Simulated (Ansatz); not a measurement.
**Sb started on a Ba site and Sb started on a Ba site in perovskite BaZrO3, 40 atoms, charge 0**

Wanted: geometry, formation energy and gap levels of the defect, compared across PBEsol, HSE06 and r²SCAN.

Method: density functional theory in Ansatz 0.2.0, PAW datasets, plane waves.

## Step 1: Starting point

40 atoms (2 Sb, 6 Ba, 8 Zr, 24 O); a = 8.362 Å, b = 8.362 Å, c = 8.362 Å, α = 90.00°, β = 90.00°, γ = 90.00°. All atoms were shaken off their sites by about 0.02 Å along each axis. Defect site 1: (0.500, 0.500, 0.500). Defect site 2: (0.000, 0.000, 0.000).

The runs, in order: (2) PBEsol relaxation at the single k point (¼, ¼, ¼), on 1 × NVIDIA GB300 Max-Q with 8 threads of Arm Neoverse-V2; (3) HSE06 single point at the single k point (¼, ¼, ¼), on 1 × NVIDIA GB300 Max-Q with 8 threads of Arm Neoverse-V2; (4) r²SCAN single point at the single k point (¼, ¼, ¼), on 1 × NVIDIA GB300 Max-Q with 8 threads of Arm Neoverse-V2.

## Step 2: PBEsol relaxation in the fixed cell

in.yaml reads:

```yaml
crystal:
  lattice:
    - [8.361961, 0.000000, 0.000000]
    - [0.000000, 8.361961, 0.000000]
    - [0.000000, 0.000000, 8.361961]
  atoms:
    - { symbol: Sb, position: [0.000327, 0.998989, 0.995248] }
    - { symbol: Sb, position: [0.499211, 0.500944, 0.499007] }
    - { symbol: Ba, position: [0.994560, 0.000267, 0.502025] }
    - { symbol: Ba, position: [0.002409, 0.497626, 0.997271] }
    - { symbol: Ba, position: [0.998607, 0.499704, 0.501031] }
    - { symbol: Ba, position: [0.497540, 0.002496, 0.999957] }
    - { symbol: Ba, position: [0.502767, 0.000245, 0.502604] }
    - { symbol: Ba, position: [0.503757, 0.496540, 0.994583] }
    - { symbol: Zr, position: [0.249814, 0.249238, 0.248452] }
    - { symbol: Zr, position: [0.249773, 0.250354, 0.747972] }
    - { symbol: Zr, position: [0.251005, 0.753196, 0.245321] }
    - { symbol: Zr, position: [0.244003, 0.749753, 0.750220] }
    - { symbol: Zr, position: [0.746448, 0.250431, 0.251717] }
    - { symbol: Zr, position: [0.751084, 0.250062, 0.744155] }
    - { symbol: Zr, position: [0.753717, 0.751658, 0.252809] }
    - { symbol: Zr, position: [0.748824, 0.747400, 0.750448] }
    - { symbol: O, position: [0.248685, 0.246259, 0.999502] }
    - { symbol: O, position: [0.249738, 0.250073, 0.501063] }
    - { symbol: O, position: [0.252439, 0.752854, 0.002814] }
    - { symbol: O, position: [0.251955, 0.750102, 0.505175] }
    - { symbol: O, position: [0.745404, 0.250474, 0.995854] }
    - { symbol: O, position: [0.752074, 0.246895, 0.497406] }
    - { symbol: O, position: [0.747337, 0.750097, 0.001680] }
    - { symbol: O, position: [0.753863, 0.749283, 0.498985] }
    - { symbol: O, position: [0.999181, 0.254607, 0.249398] }
    - { symbol: O, position: [0.001022, 0.250016, 0.749741] }
    - { symbol: O, position: [0.998622, 0.750444, 0.250724] }
    - { symbol: O, position: [0.002200, 0.753705, 0.751991] }
    - { symbol: O, position: [0.497590, 0.249640, 0.248233] }
    - { symbol: O, position: [0.498218, 0.252171, 0.752476] }
    - { symbol: O, position: [0.498276, 0.752221, 0.249404] }
    - { symbol: O, position: [0.498689, 0.748655, 0.752395] }
    - { symbol: O, position: [0.249225, 0.000736, 0.244864] }
    - { symbol: O, position: [0.253118, 0.997842, 0.748960] }
    - { symbol: O, position: [0.250625, 0.498755, 0.246033] }
    - { symbol: O, position: [0.251686, 0.503796, 0.746748] }
    - { symbol: O, position: [0.747317, 0.000073, 0.250028] }
    - { symbol: O, position: [0.754543, 0.995400, 0.750865] }
    - { symbol: O, position: [0.752562, 0.497517, 0.250680] }
    - { symbol: O, position: [0.748758, 0.499897, 0.754045] }
  symmetry: { detect: false }
kpoints:
  mp_grid: { grid: [1, 1, 1], shift: [0.25, 0.25, 0.25] }
hamiltonian:
  xc: pbesol
scf:
  occupations: { method: fermi_dirac, width: 0.01 }
relax:
  f_tol: 0.03
  max_steps: 80
  escape_saddle: false
  adjacent_minimum: "off"
output:
  forces: true
  eigenvalues: true
  populations: true
```

The run is started by

```console
ansatz run in.yaml --threads 8 --pin off --max-ram 118750MiB --runs-dir r --events-out ev --progress --plain --backend cuda --devices 0,
```

Further steps of the session: HSE06 single point; Single point with r²SCAN.

**Question.** What will these runs give? Wanted: for each run, formation energy; host gap; top filled to lowest empty.

The runs gave:

| level | time | formation energy (eV) | host gap (eV) | top filled to lowest empty (eV) |
| --- | --- | --- | --- | --- |
| PBEsol, relaxation | 21 s (GPU) | 12.21 | 2.97 | 1.22 |
| HSE06 | 15 s (GPU) | 13.01 | 4.56 | 2.16 |
| r²SCAN | 3.8 s (GPU) | 13.37 | 3.58 | 1.52 |

| quantity | value |
| --- | --- |
| relaxation | 18 recorded steps, 3.60 eV gained |
| largest shift | 0.80 Å (Sb1) |

**What this shows.** The relaxation lowers the energy by 3.60 eV; the largest shift is 0.80 Å (Sb1). The formation energy goes from 12.21 eV (PBEsol) to 13.37 eV (r²SCAN). The reservoirs are the elements' reference phases; where the defect changes the composition, the value depends on that choice. r²SCAN puts 1 localised level over 0.1 eV inside the gap, at 2.46 (filled) eV, the tightest of them shared by about 4 atoms. Exact exchange costs time: HSE06 ran about 3.9 times as long as r²SCAN on the same kind of device. No spin–orbit coupling is included; with elements this heavy it would shift the edges. The host's edges were read at Γ, so band-like levels at this k point need not coincide with them. One k point and a cell of this size can leave errors of several tenths of an eV.
